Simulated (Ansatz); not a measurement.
# AlBGeH4: vertical ionisation energy

One table from this session's results is given with a row withheld; the runs are named, their logs left out.

The runs use Ansatz 0.2.0, Gaussian basis; unrestricted cation, the program's frozen cores in correlated methods.

Levels to be run: UKS PBE-D4/def2-TZVPP; UKS r2SCAN-D4/def2-TZVPP; UKS PBE0-D4/def2-TZVPP; UKS B3LYP-D4/def2-TZVPP; UKS wB97X-V/def2-TZVPP; UKS wB97M-V/def2-TZVPP; UKS B2PLYP/def2-TZVPP; UHF-CCSD(T)/def2-TZVPP; UHF-MP2/def2-QZVPP; extrapolation to the limit; then −ε(HOMO) from the neutral's earlier runs with LDA (SPW92), PBE-D4, revPBE-D4, BLYP-D4, r2SCAN-D4, B97M-V, PBE0-D4, B3LYP-D4, r2SCANh-D4, r2SCAN0-D4, HSE06-D4, BHLYP-D4, CAM-B3LYP-D4, LC-ωPBE, ωB97X-V, ωB97M-V.

### The geometry

The geometry comes from an earlier relaxation with PBE0-D4 in a triple-zeta def2 set; it is a stationary point, not always the lowest conformer.

SMILES `[BH]1[AlH][GeH2]1`, 7 atoms, charge 0, spin multiplicity 1.

Atoms are counted from 1 here; the program's logs count them from 0.

Bond lengths: B1–Al2 1.999 Å, B1–Ge3 1.920 Å, B1–H4 1.185 Å, Al2–Ge3 2.491 Å, Al2–H5 1.580 Å, Ge3–H6 1.535 Å, Ge3–H7 1.658 Å. Angles: Al2–B1–Ge3 78.9°, Al2–B1–H4 149.6°, Ge3–B1–H4 131.5°, B1–Al2–Ge3 49.1°, B1–Al2–H5 168.5°, Ge3–Al2–H5 142.3°, B1–Ge3–Al2 52.0°, B1–Ge3–H6 160.0°, B1–Ge3–H7 100.1°, Al2–Ge3–H6 148.1°, Al2–Ge3–H7 48.1°, H6–Ge3–H7 99.9°.

Set-up of the first run:

in.yaml reads:

```yaml
crystal:
  periodic: [false, false, false]
  atoms:
    - {symbol: B, position_ang: [-1.211160, -0.446663, -0.363151]}
    - {symbol: Al, position_ang: [0.514383, 0.058789, -1.236553]}
    - {symbol: Ge, position_ang: [-0.150554, 0.032689, 1.163565]}
    - {symbol: H, position_ang: [-2.329094, -0.827834, -0.454529]}
    - {symbol: H, position_ang: [1.727267, 0.385924, -2.194659]}
    - {symbol: H, position_ang: [0.241179, 0.283334, 2.626935]}
    - {symbol: H, position_ang: [1.269277, 0.445760, 0.412595]}
basis:
  gaussian: {orbitals: def2-TZVPP}
total_charge: 1
magnetization: {spin_polarized: true, initial_magnetization: 1}
hamiltonian: {xc: pbe, dispersion: d4}
```

Run with:

```console
> ansatz run in.yaml --threads 2 --pin off --events-out ev --progress --plain --max-ram 4352MiB
```

Among the steps run: Cation, UKS PBE-D4/def2-TZVPP; Cation, UKS r2SCAN-D4/def2-TZVPP; Cation, UKS PBE0-D4/def2-TZVPP; Cation, UKS B3LYP-D4/def2-TZVPP; Cation, UKS wB97X-V/def2-TZVPP; Cation, UKS wB97M-V/def2-TZVPP; Cation, UKS B2PLYP (frozen core)/def2-TZVPP; Cation, UHF-CCSD(T)/def2-TZVPP; Cation, UHF-MP2/def2-QZVPP.

One of the session's tables, all rows but one given; the rest of the session is left out.

For comparison, −ε(HOMO) of the neutral from earlier runs:

```
  functional  −ε(HOMO) (eV)
 LDA (SPW92)           5.62
      PBE-D4           5.45
   revPBE-D4           5.39
     BLYP-D4           5.23
   r2SCAN-D4           5.63
      B97M-V           5.53
     PBE0-D4           6.23
    B3LYP-D4           6.01
  r2SCANh-D4              ?
  r2SCAN0-D4           6.36
    HSE06-D4           5.85
    BHLYP-D4           6.78
CAM-B3LYP-D4           7.25
     LC-ωPBE           8.45
     ωB97X-V           8.17
     ωB97M-V           8.10
```

Estimate the missing values for r2SCANh-D4.

Worked estimate for «−ε(HOMO) (eV)». Against the share of exact exchange, r2SCAN-D4 (0, 5.63), r2SCAN0-D4 (0.25, 6.36) give a slope of 2.92 per unit share; at 0.1 the line stands at 5.92.

**Answer.** −ε(HOMO) (eV): 5.92. In «−ε(HOMO) (eV)» the line misses by 0.00.
